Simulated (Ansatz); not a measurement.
# Ta4Cd: the cost of one run

Program: Ansatz 0.2.0. Level of theory: DFT PBE, scalar-relativistic, plane waves, PAW. These are calculated values, not measurements.

## (1) Starting point

The structure is cubic, space group Im-3m (No. 229). The conventional cell has a = 5.626 Å, b = 5.626 Å, c = 5.626 Å, α = 90.00°, β = 90.00°, γ = 90.00°. Ta (site symmetry -3m) has 2 Cd at 2.44 Å as nearest neighbours. Cd (site symmetry m-3m) has 8 Ta at 2.44 Å as nearest neighbours.

As a file:

```
Ta Cd
1.0
    -2.81282    2.81282    2.81282
     2.81282   -2.81282    2.81282
     2.81282    2.81282   -2.81282
Ta Cd
4 1
Cartesian
  1.4064 1.4064 -1.4064
  1.4064 -1.4064 1.4064
  -1.4064 1.4064 1.4064
  1.4064 1.4064 1.4064
  0.0000 0.0000 0.0000
```

The cell is invented: species swapped into a database cell of MnGa4 (Im-3m, No. 229), with Cd on the Mn sites and Ta on the Ga sites. Its size is a rough estimate.

## (2) Probe: one point on a coarse mesh

input.yaml

```yaml
crystal:
  lattice:
    - [-2.81282086, 2.81282086, 2.81282086]
    - [2.81282086, -2.81282086, 2.81282086]
    - [2.81282086, 2.81282086, -2.81282086]
  atoms:
    - { symbol: Ta, position: [0.0, 0.0, 0.5] }
    - { symbol: Ta, position: [0.0, 0.5, 0.0] }
    - { symbol: Ta, position: [0.5, 0.0, 0.0] }
    - { symbol: Ta, position: [0.5, 0.5, 0.5] }
    - { symbol: Cd, position: [0.0, 0.0, 0.0] }
basis:
  ecutwfc: 420
kpoints:
  mp_grid: { grid: [4, 4, 4] }
hamiltonian:
  xc: pbe
scf:
  occupations: { method: gaussian, width: 0.1 }
  lower_state_search: "off"
output:
  forces: true
  stress: true
  eigenvalues: true
```

The run is started by

```bash
$ ansatz run input.yaml --threads 1 --pin off --max-ram 2048MiB --backend cpu --events-out ev --progress --plain --runs-dir out
```

Q: Estimate wall time and peak memory on 1 thread of Arm Neoverse V2, shared host.

About 1.7 s, with a peak of 0.34 GiB.
